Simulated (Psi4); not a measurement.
# InHCl2 (InCl2H): SVWN-RPA/def2-SVPD (Cholesky decomposition, core potential)

Aim: the energy change on altering one bond length of InHCl2 (InCl2H) at SVWN-RPA/def2-SVPD (Cholesky decomposition, core potential), from 2 runs. 

The calculation is run with Psi4 1.11.

## (1) The system as given

The species is InHCl2 (4 atoms), meant as a singlet with charge 0. SMILES: `[H][In]([Cl])[Cl]`. Geometry: a GFN2-xTB relaxation, a rough one for these elements and not checked as a minimum.

Bond lengths: In1–Cl2 2.286 Å, In1–Cl3 2.286 Å, In1–H4 1.709 Å. Angles: Cl2–In1–Cl3 113.5°, Cl2–In1–H4 123.2°, Cl3–In1–H4 123.2°.

## (2) The energy at SVWN-RPA/def2-SVPD (Cholesky decomposition, core potential)

Contents of cl2hin.json:

```json
{
  "schema_name": "qcschema_input",
  "schema_version": 1,
  "molecule": {
    "schema_name": "qcschema_molecule",
    "schema_version": 2,
    "symbols": ["In", "Cl", "Cl", "H"],
    "geometry": [-0.19273317, -0.32352111, 0.00018897, 4.12389263, -0.13898936, 0.02556799, -2.08591749, 3.56007394, -0.02838369, -1.84524197, -3.09756347, 0.00262672],
    "molecular_charge": 0,
    "molecular_multiplicity": 1,
    "fix_symmetry": "c1"
  },
  "driver": "energy",
  "model": {
    "method": "svwn",
    "basis": "def2-SVPD"
  },
  "keywords": {
    "scf_type": "cd"
  }
}
```

Run with:

```
$ psi4 --qcschema cl2hin.json -n 1 --memory 1600MB
```

stdout, shortened:

```text
[...]
    !!!  WARNING: ECP capability is in beta. Please check occupations closely.  !!!
[...]
  Running in c1 symmetry.
[...]
  Nuclear repulsion =  216.843821337178554
[...]
  Multiplicity = 1
[...]
  Nalpha       = 28
  Nbeta        = 28
[...]
    Number of basis functions: 94
[...]
   @RKS iter   1: -1108.56157191372449   -5.42676e-01   6.26454e-03 ADIIS/DIIS
[...]
   @RKS iter   8: -1108.77761141515225   -5.90230e-08   5.41238e-07 DIIS
[...]
    Orbital Energies [Eh]
    ---------------------
    Doubly Occupied:
       1A   -100.305157     2A   -100.305147     3A     -9.164598
       4A     -9.164590     5A     -7.028607     6A     -7.028588
       7A     -7.022254     8A     -7.022245     9A     -7.021011
      10A     -7.021000    11A     -4.542616    12A     -2.990983
      13A     -2.984520    14A     -2.982604    15A     -0.799043
      16A     -0.795805    17A     -0.765313    18A     -0.762462
      19A     -0.760402    20A     -0.734742    21A     -0.718627
      22A     -0.451631    23A     -0.358530    24A     -0.354526
      25A     -0.326441    26A     -0.312179    27A     -0.305669
      28A     -0.304520
[...]
  @RKS Final Energy: -1108.77761141515225
   => Energetics <=
    Nuclear Repulsion Energy =            216.8438213371785537
    One-Electron Energy =               -2037.7384856280741587
    Two-Electron Energy =                 783.4758689073096320
    DFT Exchange-Correlation Energy =     -71.3588160315663202
    Empirical Dispersion Energy =           0.0000000000000000
    VV10 Nonlocal Energy =                  0.0000000000000000
    Total Energy =                      -1108.7776114151522506
[...]
 Multipole Moments:
 ------------------------------------------------------------------------------------
     Multipole            Electronic (a.u.)      Nuclear  (a.u.)        Total (a.u.)
 ------------------------------------------------------------------------------------
 L = 1.  Multiply by 2.5417464519 to convert [e a0] to [Debye]
 Dipole X            :        -14.9841445           14.5125372           -0.4716073
 Dipole Y            :        -25.1530154           24.3615382           -0.7914772
 Dipole Z            :          0.0195328           -0.0189437            0.0005891
 Magnitude           :                                                    0.9213305
[...]
```

The result, in JSON:

```text
{
 "driver": "energy",
 "model": {
  "method": "svwn",
  "basis": "def2-SVPD"
 },
 "success": true,
 "return_result": -1108.7776114151523,
 "properties": {
  "calcinfo_nbasis": 94,
  "calcinfo_nmo": 94,
  "calcinfo_nalpha": 28,
  "calcinfo_nbeta": 28,
  "calcinfo_natom": 4,
  "nuclear_repulsion_energy": 216.84382133717855,
  "return_energy": -1108.7776114151523,
  "scf_one_electron_energy": -2037.7384856280742,
  "scf_two_electron_energy": 783.4758689073096,
  "scf_xc_energy": -71.35881603156632,
  "scf_dipole_moment": [-0.4716072732989254, -0.7914771885442136, 0.0005891151289508269],
  "scf_total_energy": -1108.7776114151523,
  "scf_iterations": 8
 }
}
```

Wall time 4.5 s (1 thread of AMD EPYC 9R45 (Zen 5), shared host); peak memory 0.27 GiB.

## (3) The distorted shape

Contents of job.json:

```json
{
 "schema_name": "qcschema_input",
 "schema_version": 1,
 "molecule": {
  "schema_name": "qcschema_molecule",
  "schema_version": 2,
  "symbols": ["In", "Cl", "Cl", "H"],
  "geometry": [-0.38205916, 0.0648554, -0.00266829, 3.93456664, 0.24938716, 0.02271073, -2.08591749, 3.56007394, -0.02838369, -2.03456796, -2.70918696, -0.00023055],
  "molecular_charge": 0,
  "molecular_multiplicity": 1,
  "fix_symmetry": "c1"
 },
 "driver": "energy",
 "model": {
  "method": "svwn",
  "basis": "def2-SVPD"
 },
 "keywords": {
  "scf_type": "cd"
 }
}
```

Run with:

```
$ psi4 --qcschema job.json -n 1 --memory 1600MB
```

stdout, shortened:

```text
[...]
    !!!  WARNING: ECP capability is in beta. Please check occupations closely.  !!!
[...]
  Running in c1 symmetry.
[...]
  Nuclear repulsion =  228.264303582647017
[...]
  Multiplicity = 1
[...]
  Nalpha       = 28
  Nbeta        = 28
[...]
    Number of basis functions: 94
[...]
   @RKS iter   1: -1108.51956614471237   -4.29912e-01   6.57593e-03 DIIS/ADIIS
[...]
   @RKS iter   9: -1108.74992762172155   -1.03337e-08   2.99443e-07 DIIS
[...]
    Orbital Energies [Eh]
    ---------------------
    Doubly Occupied:
       1A   -100.316319     2A   -100.295710     3A     -9.180888
       4A     -9.155308     5A     -7.044244     6A     -7.038184
       7A     -7.036596     8A     -7.019070     9A     -7.013081
      10A     -7.011781    11A     -4.539489    12A     -2.987203
      13A     -2.984271    14A     -2.979005    15A     -0.844687
      16A     -0.792381    17A     -0.764253    18A     -0.763877
      19A     -0.756868    20A     -0.731860    21A     -0.712787
      22A     -0.456230    23A     -0.363482    24A     -0.360216
      25A     -0.346331    26A     -0.311269    27A     -0.309238
      28A     -0.297075
[...]
  @RKS Final Energy: -1108.74992762172155
   => Energetics <=
    Nuclear Repulsion Energy =            228.2643035826470168
    One-Electron Energy =               -2060.3173712063589846
    Two-Electron Energy =                 794.7367184751121840
    DFT Exchange-Correlation Energy =     -71.4335784731217984
    Empirical Dispersion Energy =           0.0000000000000000
    VV10 Nonlocal Energy =                  0.0000000000000000
    Total Energy =                      -1108.7499276217215538
[...]
 Multipole Moments:
 ------------------------------------------------------------------------------------
     Multipole            Electronic (a.u.)      Nuclear  (a.u.)        Total (a.u.)
 ------------------------------------------------------------------------------------
 L = 1.  Multiply by 2.5417464519 to convert [e a0] to [Debye]
 Dipole X            :        -16.4273127           15.7361913           -0.6911214
 Dipole Y            :        -22.2814281           21.8513784           -0.4300496
 Dipole Z            :         -0.0018631           -0.0004766           -0.0023397
 Magnitude           :                                                    0.8140006
[...]
```

The result, in JSON:

```text
{
 "driver": "energy",
 "model": {
  "method": "svwn",
  "basis": "def2-SVPD"
 },
 "success": true,
 "return_result": -1108.7499276217216,
 "properties": {
  "calcinfo_nbasis": 94,
  "calcinfo_nmo": 94,
  "calcinfo_nalpha": 28,
  "calcinfo_nbeta": 28,
  "calcinfo_natom": 4,
  "nuclear_repulsion_energy": 228.26430358264702,
  "return_energy": -1108.7499276217216,
  "scf_one_electron_energy": -2060.317371206359,
  "scf_two_electron_energy": 794.7367184751122,
  "scf_xc_energy": -71.4335784731218,
  "scf_dipole_moment": [-0.6911213997642829, -0.4300496442281414, -0.002339726101925935],
  "scf_total_energy": -1108.7499276217216,
  "scf_iterations": 9
 }
}
```

It took 4.8 s on 1 thread of AMD EPYC 9R45 (Zen 5), shared host; peak memory 0.27 GiB.

## (4) Outcome

Level: SVWN-RPA/def2-SVPD (Cholesky decomposition, core potential).

| quantity | value |
| --- | --- |
| first shape: total energy | -1108.77761 Eh |
| first shape: dipole moment | 2.34 D |
| first shape: HOMO energy | -8.29 eV |
| first shape: LUMO energy | -3.43 eV |
| first shape: HOMO–LUMO gap | 4.86 eV |
| distorted shape: total energy | -1108.74993 Eh |
| distorted shape: dipole moment | 2.07 D |
| distorted shape: HOMO energy | -8.08 eV |
| distorted shape: LUMO energy | -3.17 eV |
| distorted shape: HOMO–LUMO gap | 4.91 eV |
| energy change with the In1–Cl3 bond shortened from 2.286 to 2.058 Å | 0.753 eV |

What this shows: With the In1–Cl3 bond shortened from 2.286 to 2.058 Å the energy rises by 0.75 eV (72.7 kJ/mol). The first shape isn't relaxed at this level, so the change isn't measured from a minimum.
